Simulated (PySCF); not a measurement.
# TcO4−: NMR shieldings

Aim: compute the NMR shieldings of TcO4− (`[O]=[Tc-](=[O])(=[O])=[O]`).

Programs: PySCF 2.14.0, with routines of our own; each step states its level. All values are computed. Atoms count from 0.

3 further runs of the same task are left out: 3 for a basis unfit for spin-orbit shieldings.

### Step 1. The system as given

5 atoms, charge -1, multiplicity 1; geometry from: GFN2-xTB.

### Step 2. NMR shieldings: PBE0/pcSseg-1 Tc:x2c-TZVPall-2c, spin-free

Job settings and geometry (Å):

```
{"job": {"xc": "PBE0", "basis": {"default": "pcSseg-1", "Tc": "x2c-TZVPall-2c"}, "rel": "sf", "kind": "hnmr"}, "charge": -1, "multiplicity": 1}
Tc    -0.000170    -0.000040    -0.000190
O      0.010420    -0.017610     1.666580
O      1.567960     0.010310    -0.565110
O     -0.792760     1.364880    -0.536320
O     -0.785450    -1.357540    -0.564950
```

Method: PBE0/pcSseg-1 Tc:x2c-TZVPall-2c GIAO NMR shielding, spin-free X2C, Gaussian nuclei, gas phase.

Started as:

```console
> OMP_NUM_THREADS=1 python heavy_run.py task.json out
```

The driver reads the jobs from task.json and runs them one after another.

The log of the run:

```text
spin-free SCF
coarse grid: 28896 points
cycle   1  E = -4583.2601630004  dE =  2.547e+00  |g| = 3.874e+00  |ddm| = 2.610e+00
cycle   2  E = -4566.9961338417  dE =  1.626e+01  |g| = 1.142e+01  |ddm| = 7.914e+00
cycle   3  E = -4584.1586198820  dE = -1.716e+01  |g| = 3.509e+00  |ddm| = 5.922e+00
cycle   4  E = -4585.1537417875  dE = -9.951e-01  |g| = 2.177e+00  |ddm| = 1.719e+00
cycle   5  E = -4585.9187854383  dE = -7.650e-01  |g| = 7.449e-01  |ddm| = 1.254e+00
cycle   6  E = -4586.0014139477  dE = -8.263e-02  |g| = 2.562e-01  |ddm| = 3.722e-01
cycle   7  E = -4586.0027472122  dE = -1.333e-03  |g| = 2.380e-01  |ddm| = 2.384e-01
cycle   8  E = -4586.0134363309  dE = -1.069e-02  |g| = 2.673e-02  |ddm| = 1.237e-01
cycle   9  E = -4586.0135525871  dE = -1.163e-04  |g| = 4.667e-03  |ddm| = 1.185e-02
cycle  10  E = -4586.0135533479  dE = -7.608e-07  |g| = 3.877e-03  |ddm| = 3.592e-03
cycle  11  E = -4586.0135560485  dE = -2.701e-06  |g| = 9.850e-04  |ddm| = 2.415e-03
final grid: 59056 points
cycle  12  E = -4586.0131706548  dE =  1.508e-06  |g| = 3.020e-03  |ddm| = 2.076e-03
cycle  13  E = -4586.0131536096  dE =  1.705e-05  |g| = 9.907e-03  |ddm| = 6.565e-03
cycle  14  E = -4586.0131723964  dE = -1.879e-05  |g| = 1.501e-04  |ddm| = 5.044e-03
cycle  15  E = -4586.0131723992  dE = -2.832e-09  |g| = 3.363e-05  |ddm| = 8.665e-05
converged SCF energy = -4586.0131723992
check of the scalar solution
cycle   1  E = -4586.0131723993  dE = -4.586e+03  |FDS-SDF| = 3.363e-05
cycle   2  E = -4586.0131723986  dE =  6.776e-10  |FDS-SDF| = 7.774e-05
converged, E = -4586.0131723986

Field gradients (au) and densities at the nuclei (bohr^-3)
atom        Vxx        Vyy        Vzz        centre      nuclear mean
  0 Tc     0.0007     0.0034    -0.0041      89899.478      89652.391
  1 O     -0.1499    -0.1506     0.3005        282.942        282.942
  2 O     -0.1498    -0.1505     0.3003        282.942        282.942
  3 O     -0.1495    -0.1506     0.3001        282.942        282.942
  4 O     -0.1495    -0.1503     0.2999        282.942        282.942
without picture change
  0 Tc                          -0.0044                    162955.421

Core orbital energies (eV)
atom   shell        mean    spread
  0 Tc 1s       -20913.097   0.000
  0 Tc 2s        -3000.875   0.000
  0 Tc 3s         -528.699   0.000
  0 Tc 4s          -74.513   0.000
  0 Tc 2p        -2684.630   0.000
  0 Tc 3p         -424.063   0.000
  0 Tc 4p          -45.411   0.000
  0 Tc 3d         -254.288   0.002

Shielding tensors (ppm)
atom      isotropic    diamagn.    paramagn.     s11        s22        s33       span
  0 Tc    -1397.58     4152.48    -5550.06   -1398.22   -1397.61   -1396.91       1.30
  1 O      -425.63      401.98     -827.62    -436.10    -435.53    -405.27      30.82
  2 O      -425.63      401.99     -827.61    -436.18    -435.47    -405.24      30.94
  3 O      -425.70      401.99     -827.69    -436.20    -435.66    -405.24      30.96
  4 O      -425.69      401.99     -827.67    -436.10    -435.77    -405.19      30.90
```

Wall time 12 s (1 thread of Intel Xeon 6975P-C, shared host); peak memory 0.87 GiB.

### Step 3. NMR shieldings: PBE0/pcSseg-1 Tc:x2c-TZVPall-2c in water, spin-free

Job settings and geometry (Å):

```
{"job": {"xc": "PBE0", "basis": {"default": "pcSseg-1", "Tc": "x2c-TZVPall-2c"}, "rel": "sf", "solvent": "water", "kind": "hnmr"}, "charge": -1, "multiplicity": 1}
Tc    -0.000170    -0.000040    -0.000190
O      0.010420    -0.017610     1.666580
O      1.567960     0.010310    -0.565110
O     -0.792760     1.364880    -0.536320
O     -0.785450    -1.357540    -0.564950
```

With the program's defaults for keys left out, this is: PBE0/pcSseg-1 Tc:x2c-TZVPall-2c GIAO NMR shielding, spin-free X2C, Gaussian nuclei, IEF-PCM water.

The log of the run:

```text
spin-free SCF
coarse grid: 28896 points
cycle   1  E = -4583.3912809897  dE =  2.416e+00  |g| = 3.842e+00  |ddm| = 2.610e+00
cycle   2  E = -4568.0115586749  dE =  1.538e+01  |g| = 1.119e+01  |ddm| = 7.405e+00
cycle   3  E = -4584.4993913617  dE = -1.649e+01  |g| = 3.264e+00  |ddm| = 5.446e+00
cycle   4  E = -4585.8939382849  dE = -1.395e+00  |g| = 1.106e+00  |ddm| = 1.282e+00
cycle   5  E = -4585.9385035184  dE = -4.457e-02  |g| = 9.533e-01  |ddm| = 8.913e-01
cycle   6  E = -4586.0999443342  dE = -1.614e-01  |g| = 9.711e-02  |ddm| = 4.441e-01
cycle   7  E = -4586.1012601037  dE = -1.316e-03  |g| = 2.996e-02  |ddm| = 5.245e-02
cycle   8  E = -4586.1013445939  dE = -8.449e-05  |g| = 1.834e-02  |ddm| = 1.742e-02
cycle   9  E = -4586.1013975552  dE = -5.296e-05  |g| = 6.558e-03  |ddm| = 9.012e-03
cycle  10  E = -4586.1014044414  dE = -6.886e-06  |g| = 6.375e-04  |ddm| = 3.185e-03
final grid: 59056 points
cycle  11  E = -4586.1010202971  dE =  1.745e-07  |g| = 1.338e-03  |ddm| = 1.218e-03
cycle  12  E = -4586.1010182073  dE =  2.090e-06  |g| = 3.642e-03  |ddm| = 2.471e-03
cycle  13  E = -4586.1010205997  dE = -2.392e-06  |g| = 2.899e-04  |ddm| = 1.857e-03
cycle  14  E = -4586.1010206124  dE = -1.272e-08  |g| = 7.964e-05  |ddm| = 1.585e-04
cycle  15  E = -4586.1010206134  dE = -9.632e-10  |g| = 1.298e-05  |ddm| = 3.629e-05
converged SCF energy = -4586.1010206134
check of the scalar solution
cycle   1  E = -4586.1010206134  dE = -4.586e+03  |FDS-SDF| = 1.298e-05
cycle   2  E = -4586.1010206133  dE =  5.366e-11  |FDS-SDF| = 2.622e-05
converged, E = -4586.1010206133

Field gradients (au) and densities at the nuclei (bohr^-3)
atom        Vxx        Vyy        Vzz        centre      nuclear mean
  0 Tc     0.0007     0.0034    -0.0041      89899.475      89652.388
  1 O     -0.1521    -0.1528     0.3049        282.936        282.935
  2 O     -0.1520    -0.1526     0.3046        282.936        282.935
  3 O     -0.1517    -0.1528     0.3044        282.936        282.935
  4 O     -0.1517    -0.1525     0.3042        282.936        282.935
without picture change
  0 Tc                          -0.0043                    162955.414

Core orbital energies (eV)
atom   shell        mean    spread
  0 Tc 1s       -20917.823   0.000
  0 Tc 2s        -3005.602   0.000
  0 Tc 3s         -533.424   0.000
  0 Tc 4s          -79.234   0.000
  0 Tc 2p        -2689.356   0.000
  0 Tc 3p         -428.788   0.000
  0 Tc 4p          -50.142   0.000
  0 Tc 3d         -259.014   0.002

Shielding tensors (ppm)
atom      isotropic    diamagn.    paramagn.     s11        s22        s33       span
  0 Tc    -1393.24     4152.09    -5545.33   -1393.89   -1393.26   -1392.57       1.32
  1 O      -422.76      402.28     -825.03    -434.42    -433.85    -400.00      34.42
  2 O      -422.82      402.28     -825.10    -434.60    -433.83    -400.03      34.57
  3 O      -422.85      402.28     -825.13    -434.55    -434.01    -399.99      34.57
  4 O      -422.88      402.28     -825.16    -434.50    -434.17    -399.98      34.52
```

Run time: 13 s. Hardware: 1 thread of Intel Xeon 6975P-C, shared host; peak memory 0.82 GiB.

### Step 4. NMR shieldings: PBE0/pcSseg-1 Tc:x2c-TZVPall-2c in dichloromethane, spin-free

Job settings and geometry (Å):

```
{"job": {"xc": "PBE0", "basis": {"default": "pcSseg-1", "Tc": "x2c-TZVPall-2c"}, "rel": "sf", "solvent": "dichloromethane", "kind": "hnmr"}, "charge": -1, "multiplicity": 1}
Tc    -0.000170    -0.000040    -0.000190
O      0.010420    -0.017610     1.666580
O      1.567960     0.010310    -0.565110
O     -0.792760     1.364880    -0.536320
O     -0.785450    -1.357540    -0.564950
```

With the program's defaults for keys left out, this is: PBE0/pcSseg-1 Tc:x2c-TZVPall-2c GIAO NMR shielding, spin-free X2C, Gaussian nuclei, IEF-PCM dichloromethane.

The log of the run:

```text
spin-free SCF
coarse grid: 28896 points
cycle   1  E = -4583.3753631390  dE =  2.432e+00  |g| = 3.847e+00  |ddm| = 2.610e+00
cycle   2  E = -4567.8684772046  dE =  1.551e+01  |g| = 1.122e+01  |ddm| = 7.470e+00
cycle   3  E = -4584.4588292422  dE = -1.659e+01  |g| = 3.296e+00  |ddm| = 5.506e+00
cycle   4  E = -4585.8531695709  dE = -1.394e+00  |g| = 1.182e+00  |ddm| = 1.315e+00
cycle   5  E = -4585.9300928823  dE = -7.692e-02  |g| = 9.527e-01  |ddm| = 9.268e-01
cycle   6  E = -4586.0911023306  dE = -1.610e-01  |g| = 9.516e-02  |ddm| = 4.416e-01
cycle   7  E = -4586.0923487747  dE = -1.246e-03  |g| = 3.111e-02  |ddm| = 5.253e-02
cycle   8  E = -4586.0924705077  dE = -1.217e-04  |g| = 1.366e-02  |ddm| = 1.560e-02
cycle   9  E = -4586.0924951582  dE = -2.465e-05  |g| = 6.563e-03  |ddm| = 6.688e-03
cycle  10  E = -4586.0925022511  dE = -7.093e-06  |g| = 8.210e-04  |ddm| = 3.341e-03
final grid: 59056 points
cycle  11  E = -4586.0921178639  dE =  4.442e-07  |g| = 1.890e-03  |ddm| = 1.529e-03
cycle  12  E = -4586.0921132582  dE =  4.606e-06  |g| = 5.413e-03  |ddm| = 3.558e-03
cycle  13  E = -4586.0921184772  dE = -5.219e-06  |g| = 3.195e-04  |ddm| = 2.669e-03
cycle  14  E = -4586.0921184912  dE = -1.400e-08  |g| = 1.225e-04  |ddm| = 1.776e-04
cycle  15  E = -4586.0921184936  dE = -2.327e-09  |g| = 9.478e-06  |ddm| = 5.337e-05
converged SCF energy = -4586.0921184936
check of the scalar solution
cycle   1  E = -4586.0921184936  dE = -4.586e+03  |FDS-SDF| = 9.478e-06
cycle   2  E = -4586.0921184935  dE =  3.183e-11  |FDS-SDF| = 1.608e-05
converged, E = -4586.0921184935

Field gradients (au) and densities at the nuclei (bohr^-3)
atom        Vxx        Vyy        Vzz        centre      nuclear mean
  0 Tc     0.0007     0.0033    -0.0040      89899.475      89652.387
  1 O     -0.1516    -0.1523     0.3039        282.937        282.936
  2 O     -0.1515    -0.1521     0.3036        282.937        282.937
  3 O     -0.1511    -0.1523     0.3034        282.937        282.936
  4 O     -0.1512    -0.1520     0.3032        282.937        282.937
without picture change
  0 Tc                          -0.0042                    162955.414

Core orbital energies (eV)
atom   shell        mean    spread
  0 Tc 1s       -20917.353   0.000
  0 Tc 2s        -3005.131   0.000
  0 Tc 3s         -532.955   0.000
  0 Tc 4s          -78.765   0.000
  0 Tc 2p        -2688.886   0.000
  0 Tc 3p         -428.318   0.000
  0 Tc 4p          -49.662   0.000
  0 Tc 3d         -258.544   0.002

Shielding tensors (ppm)
atom      isotropic    diamagn.    paramagn.     s11        s22        s33       span
  0 Tc    -1393.42     4152.15    -5545.57   -1394.08   -1393.44   -1392.73       1.34
  1 O      -422.96      402.23     -825.19    -434.41    -433.86    -400.60      33.80
  2 O      -423.11      402.23     -825.34    -434.74    -433.87    -400.71      34.02
  3 O      -423.16      402.23     -825.39    -434.68    -434.10    -400.69      33.99
  4 O      -423.18      402.24     -825.41    -434.61    -434.25    -400.67      33.95
```

Wall time 13 s (1 thread of Intel Xeon 6975P-C, shared host); peak memory 0.82 GiB.

### Step 5. Shieldings side by side

```csv
run,Tc0,O1,O3,O2,O4,time
"step 2, PBE0/pcSseg-1 Tc:x2c-TZVPall-2c, spin-free",-1397.6,-425.6,-425.7,-425.6,-425.7,12 s
"step 3, PBE0/pcSseg-1 Tc:x2c-TZVPall-2c in water, spin-free",-1393.2,-422.8,-422.9,-422.8,-422.9,13 s
"step 4, PBE0/pcSseg-1 Tc:x2c-TZVPall-2c in dichloromethane, spin-free",-1393.4,-423.0,-423.2,-423.1,-423.2,13 s
```

### Step 6. Results

| quantity | value |
| --- | --- |
| shieldings (step 2, PBE0/pcSseg-1 Tc:x2c-TZVPall-2c, spin-free) | Tc0 -1397.6, O1 -425.6, O2 -425.6, O3 -425.7, O4 -425.7 ppm |
| shieldings (step 3, PBE0/pcSseg-1 Tc:x2c-TZVPall-2c in water, spin-free) | Tc0 -1393.2, O1 -422.8, O2 -422.8, O3 -422.9, O4 -422.9 ppm |
| shieldings (step 4, PBE0/pcSseg-1 Tc:x2c-TZVPall-2c in dichloromethane, spin-free) | Tc0 -1393.4, O1 -423.0, O2 -423.1, O3 -423.2, O4 -423.2 ppm |

A continuum can't give the shift that close solvent molecules cause at an ion. Tc0 moves most between the runs, by 4 ppm; the labels say what changes from run to run. No run holds spin-orbit coupling, which is large for shieldings at and beside heavy atoms. The geometry comes from tight binding, which is rough for metal atoms, and these values hang on it.
